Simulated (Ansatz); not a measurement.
# LaTa3O: the cost of one run

Program: Ansatz 0.2.0. Level of theory: DFT PBE, scalar-relativistic, plane waves, PAW. These are calculated values, not measurements.

### 1 The system as given

It takes space group P6/mmm (No. 191, hexagonal). The conventional cell has a = 4.722 Å, b = 4.722 Å, c = 5.745 Å, α = 90.00°, β = 90.00°, γ = 120.00°. Around La (site symmetry 6/mmm) lie 2 O at 2.87 Å. Ta (site symmetry mmm) has 4 Ta at 2.36 Å and 2 O at 2.36 Å as nearest neighbours. Around O (site symmetry 6/mmm) lie 6 Ta at 2.36 Å and 2 La at 2.87 Å.

As a file:

```xyz
5
Lattice="4.7221 0.0000 0.0000 -2.3610 4.0894 0.0000 0.0000 0.0000 5.7453" Properties=species:S:1:pos:R:3 pbc="T T T"
La    0.0000    0.0000    2.8726
Ta    2.3610    0.0000    0.0000
Ta   -1.1805    2.0447    0.0000
Ta    1.1805    2.0447    0.0000
O     0.0000    0.0000    0.0000
```

Recipe of the guess: random cell by space group and Wyckoff sites (P6/mmm, No. 191). Lengths come from tabulated atomic sizes and are only a guess.

### 2 A first look at the guess

File input.yaml:

```yaml
crystal:
  lattice:
    - [4.72206325, 0.0, 0.0]
    - [-2.36103163, 4.08942673, 0.0]
    - [0.0, 0.0, 5.74525572]
  atoms:
    - { symbol: La, position: [0.0, 0.0, 0.5] }
    - { symbol: Ta, position: [0.5, 0.0, 0.0] }
    - { symbol: Ta, position: [0.0, 0.5, 0.0] }
    - { symbol: Ta, position: [0.5, 0.5, 0.0] }
    - { symbol: O, position: [0.0, 0.0, 0.0] }
basis:
  ecutwfc: 420
kpoints:
  mp_grid: { grid: [6, 6, 4] }
hamiltonian:
  xc: pbe
scf:
  occupations: { method: gaussian, width: 0.1 }
  lower_state_search: "off"
output:
  forces: true
  stress: true
  eigenvalues: true
```

Started as:

```console
> ansatz run input.yaml --threads 1 --pin off --max-ram 2560MiB --backend cpu --events-out ev --progress --plain --runs-dir out
```

What time and memory should one allow on 1 thread of Arm Neoverse V2, shared host?

About 5.8 s, with a peak of 0.39 GiB.
